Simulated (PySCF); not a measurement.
# C3H9O3STa (TaS(OMe)3): the cost of one run

Computed with PySCF 2.14.0, with density-fitted response routines of our own, on a single molecule in the gas phase. Atoms count from 0, in the outputs and in this text.

## Step 1: Starting geometry

17 atoms, charge 0, multiplicity 1; geometry from: GFN2-xTB. The atoms were then displaced at random by about 0.03 Å, so the start is not that level's minimum.

Bonds of the start (Å): Ta0–S1 2.25, Ta0–O2 1.69, Ta0–O7 1.92, Ta0–O12 1.88, O2–C3 1.53, C3–H4 1.05, C3–H5 1.03, C3–H6 1.10, O7–C8 1.40, C8–H9 1.07, C8–H10 1.12, C8–H11 1.12, O12–C13 1.38, C13–H14 1.08, C13–H15 1.08, C13–H16 1.08.

## Step 2: Relaxing the molecule at PBE0-D3(BJ)/def2-SVP

Job settings and geometry (Å):

```
{"job": {"xc": "PBE0", "basis": "def2-SVP", "d3": "d3bj", "grid": 1, "maxiter": 40, "shake": 0.03, "kind": "geom"}, "charge": 0, "multiplicity": 1}
Ta     0.065690    -0.090530     0.082050
S     -0.055280     0.001760     2.326870
O      1.603830    -0.695400    -0.249610
C      3.052750    -1.188260    -0.146560
H      3.247200    -1.249210     0.886840
H      3.638690    -0.539200    -0.695680
H      3.019720    -2.214710    -0.552190
O     -0.186310     1.771960    -0.292590
C     -0.430200     3.140760    -0.094000
H     -0.537650     3.368610     0.941540
H     -1.359760     3.421510    -0.658550
H      0.451020     3.670020    -0.546370
O     -1.500250    -1.064900    -0.300920
C     -2.572060    -1.920330    -0.168880
H     -2.748570    -2.172610     0.866600
H     -2.327810    -2.830390    -0.690390
H     -3.389550    -1.409670    -0.647900
```

Run with:

```
$ OMP_NUM_THREADS=1 python probes_run.py task.json out
```

This one command runs all jobs of the session in turn.

**Question.** How long does this first job take on 1 thread of Intel Xeon Platinum 8259CL at 2.50GHz, shared host, and how much memory does it need?

About 7 min, with a peak of 0.76 GiB.
